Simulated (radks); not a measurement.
# Er³⁺ in [Xe] 4f11: an all-electron calculation

What are the levels of the erbium ion Er3+, how large are its shells, and how does its energy divide?

The numbers are computed with radks (a radial shooting solver on a logarithmic mesh, Libxc functionals) version 1 (scalar-relativistic Kohn-Sham, BLYP, spin-unpolarised, spherical densities, finite nucleus), except any that are marked as measured or tabulated.

### Step 1. The system

* element: erbium (Z = 68)
* charge: +3
* electrons: 65
* configuration: [Xe] 4f11
* nuclear rms radius: 5.2516 fm

The outer shells:

Er³⁺
```
[Xe] core
4f [↑↓][↑↓][↑↓][↑↓][↑ ][↑ ][↑ ]
```

### Step 2. The calculation

Input:

```text
Z 68
configuration [Xe] 4f11
relativity scalar-relativistic
functional b88,lyp
spin unpolarised
nucleus finite rms 5.2516 fm
c 137.035999084
```

Command:

```console
> python run_ks.py task.json out
```

The same process makes all the runs of this session.

**Question.** What will this run give?

As calculated:

```
                        quantity                 value
                    total energy   -13084.2630 hartree
exchange-correlation share of it                2.12 %
                            −T/E                1.0840
          highest occupied level        4f, -35.268 eV
    most extended occupied level   5p, <r> = 1.44 bohr
 radius at density 0.001 e/bohr³             3.14 bohr
    maxima of the radial density                     4
         ionisation energy, NIST  42.42 (semi-emp.) eV
```

**Reading.** The radial density shows 4 maxima for 5 occupied principal shells; where shells overlap, one shows as a shoulder or not at all. −T/E is 1.084: with relativity the kinetic term as defined here no longer equals −E. The top level binds by 35.268 eV, 83 % of the NIST ionisation energy of 42.42 eV; the potential of a semilocal functional falls off too fast, so its top eigenvalue is too shallow. Spin polarisation and multiplet splitting are left out. Spin-orbit splitting is averaged out at the scalar-relativistic level.
